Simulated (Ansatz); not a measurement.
# C4H2F2Ti: basis-set convergence

The task here is to estimate one member of a computed series from the others.

Computed with Ansatz 0.2.0, Gaussian basis. Level: one geometry, several basis sets.

Plan: PBE0-D4/def2-SVP; ωB97M-V/def2-SVP; PBE0-D4/def2-QZVPP; ωB97M-V/def2-QZVPP; the functionals' def2-TZVPP values are taken from earlier runs.

**The relaxed structure**

All runs share one geometry, relaxed beforehand with PBE0-D4 in a triple-zeta def2 set.

SMILES `C#[C][Ti]([F])([F])[C]#C`, 9 atoms, charge 0, spin multiplicity 1.

Atoms are counted from 1 here; the program's logs count them from 0.

Bond lengths: C1–C2 1.215 Å, C1–H8 1.067 Å, C2–Ti3 2.007 Å, Ti3–F4 1.738 Å, Ti3–F5 1.738 Å, Ti3–C6 2.007 Å, C6–C7 1.215 Å, C7–H9 1.067 Å. Angles: C2–C1–H8 179.8°, C1–C2–Ti3 179.9°, C2–Ti3–F4 109.6°, C2–Ti3–F5 109.6°, C2–Ti3–C6 106.6°, F4–Ti3–F5 111.6°, F4–Ti3–C6 109.6°, F5–Ti3–C6 109.6°, Ti3–C6–C7 179.9°, C6–C7–H9 179.8°.

As a file:

```xyz
9
charge 0, multiplicity 1
C     0.78448   -2.58385    0.43767
C     0.59970   -1.50779   -0.09463
Ti    0.29368    0.27166   -0.97211
F    -0.70469    0.06470   -2.37939
F     1.82192    0.99478   -1.37409
C    -0.66233    1.41770    0.37052
C    -1.24061    2.10981    1.18414
H     0.94498   -3.52807    0.90886
H    -1.74871    2.71486    1.90183
```

The first run:

Contents of in.yaml:

```yaml
crystal:
  periodic: [false, false, false]
  atoms:
    - {symbol: C, position_ang: [0.784480, -2.583850, 0.437667]}
    - {symbol: C, position_ang: [0.599696, -1.507788, -0.094627]}
    - {symbol: Ti, position_ang: [0.293679, 0.271656, -0.972112]}
    - {symbol: F, position_ang: [-0.704693, 0.064705, -2.379391]}
    - {symbol: F, position_ang: [1.821916, 0.994781, -1.374094]}
    - {symbol: C, position_ang: [-0.662334, 1.417697, 0.370525]}
    - {symbol: C, position_ang: [-1.240613, 2.109807, 1.184139]}
    - {symbol: H, position_ang: [0.944980, -3.528071, 0.908861]}
    - {symbol: H, position_ang: [-1.748710, 2.714862, 1.901834]}
basis:
  gaussian: {orbitals: def2-SVP}
hamiltonian: {xc: pbe0, dispersion: d4}
output: {orbitals: {seedname: orbitals}}
```

The run is started by

```console
$ ansatz run in.yaml --threads 4 --pin off --events-out ev --progress --plain --max-ram 11315MiB
```

Steps of the session up to this table: PBE0-D4 in def2-SVP; ωB97M-V in def2-SVP; PBE0-D4 in def2-QZVPP; ωB97M-V in def2-QZVPP.

One table of the session follows, with a row left open; its other results are not shown here.

It belongs to the step «Functionals by basis». 

```
functional       basis  HOMO (eV)  LUMO (eV)
   PBE0-D4    def2-SVP          ?          ?
   PBE0-D4  def2-TZVPP      -8.53      -3.51
   PBE0-D4  def2-QZVPP      -8.53      -3.51
   ωB97M-V    def2-SVP     -10.62      -1.37
   ωB97M-V  def2-TZVPP     -10.70      -1.42
   ωB97M-V  def2-QZVPP     -10.71      -1.43
```

**Question.** Estimate the row for PBE0-D4, def2-SVP.

As computed: HOMO (eV): -8.47; LUMO (eV): -3.51. In the column «HOMO (eV)» it is the highest.
